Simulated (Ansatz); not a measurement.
# GaAs: the cost of one run

Program: Ansatz 0.2.0 (single point, PBE, plane waves PAW). Host: AMD EPYC 7R13 (Zen 3), 96 cores, 96 hardware threads, 1656 GiB, 8 × H100 80GB HBM3, 81559 MiB; it was booked for these runs alone, one at a time. Each run is timed once from launch to exit, start-up included.

## 1. What is computed

The cell holds 16 atoms in 380 Å³, 2×2×2 copies of a database cell, with the atoms displaced at random so that no symmetry is left.

## 2. First run

input.yaml reads:

```yaml
crystal:
  lattice:
    - [0.000000, 5.750182, 5.750182]
    - [5.750182, 0.000000, 5.750182]
    - [5.750182, 5.750182, 0.000000]
  atoms:
    - { symbol: Ga, position: [0.011501, -0.003260, 0.001942] }
    - { symbol: As, position: [0.125721, 0.129108, 0.118103] }
    - { symbol: Ga, position: [-0.002040, -0.003696, 0.494714] }
    - { symbol: As, position: [0.120849, 0.122479, 0.623589] }
    - { symbol: Ga, position: [-0.004460, 0.502076, -0.002693] }
    - { symbol: As, position: [0.109270, 0.630857, 0.123072] }
    - { symbol: Ga, position: [-0.003656, 0.501320, 0.501131] }
    - { symbol: As, position: [0.125260, 0.620797, 0.625942] }
    - { symbol: Ga, position: [0.492438, 0.007100, -0.006225] }
    - { symbol: As, position: [0.623984, 0.125094, 0.126077] }
    - { symbol: Ga, position: [0.498787, 0.002375, 0.482121] }
    - { symbol: As, position: [0.623850, 0.123576, 0.622228] }
    - { symbol: Ga, position: [0.506890, 0.494556, -0.001048] }
    - { symbol: As, position: [0.614341, 0.625703, 0.116342] }
    - { symbol: Ga, position: [0.491597, 0.511005, 0.502833] }
    - { symbol: As, position: [0.624309, 0.625196, 0.617207] }
kpoints:
  mp_grid: { grid: [3, 3, 3] }
hamiltonian:
  xc: pbe
  pseudopotentials: { azcp: { folder: soft_1 } }
scf:
  occupations: { method: fermi_dirac, width: 0.1 }
output: { forces: true }
```

On the command line:

```
$ ansatz run input.yaml --backend cuda --devices 1 --events-out ev --progress --plain --runs-dir out
```

**Question.** How long does this run take on 1 × NVIDIA H100 80GB HBM3 with 48 threads of AMD EPYC 7R13 (Zen 3), host not shared, and how much memory does it need?

About 2.3 s, with a peak of 1.3 GiB on the host.
